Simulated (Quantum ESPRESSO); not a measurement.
Runs of Quantum ESPRESSO 7.5 on MnO2. The structure is tetragonal, space group P4_2/mnm (No. 136). The conventional cell has a = 4.396 Å, b = 4.396 Å, c = 2.871 Å, α = 90.00°, β = 90.00°, γ = 90.00°. Mn (site symmetry mmm) is surrounded by 6 O at 1.88 to 1.89 Å. O (site symmetry m2m) is surrounded by 3 Mn at 1.88 to 1.89 Å. 

```tsv
level	U	gap on the mesh (eV)	pressure (GPa)	moment (μB)	largest force (eV/Å)
LDA+U	Mn d U = 3 eV	none	-6.9	6.01	0.54
LDA	-	none	-11.3	5.86	(b)
LDA+U	Mn d U = 8 eV	none	11.5	6.02	(a)
LDA+U	Mn d U = 2 eV	none	-8.4	6.00	0.55
LDA+U	Mn d U = 1 eV	none	-9.8	6.00	0.55
```

Alike in all rows: task single point; potentials or basis GBRV 1.5 LDA; spin collinear, ferromagnetic start; cell as given; k mesh 4 × 4 × 7; cutoff (eV) 612; smearing gaussian 0.05 eV.

**Question.** Estimate the missing entries.

**Answer.** (a) 0.22; (b) 0.51.

Caveats: only a ferromagnetic start was run, and an antiferromagnetic order may lie lower in energy; semilocal functionals often make such compounds metallic where correlation or magnetic order opens a gap, which also shifts bond lengths (some runs).

A gap of «none» marks a metal or a gap under the smearing width.
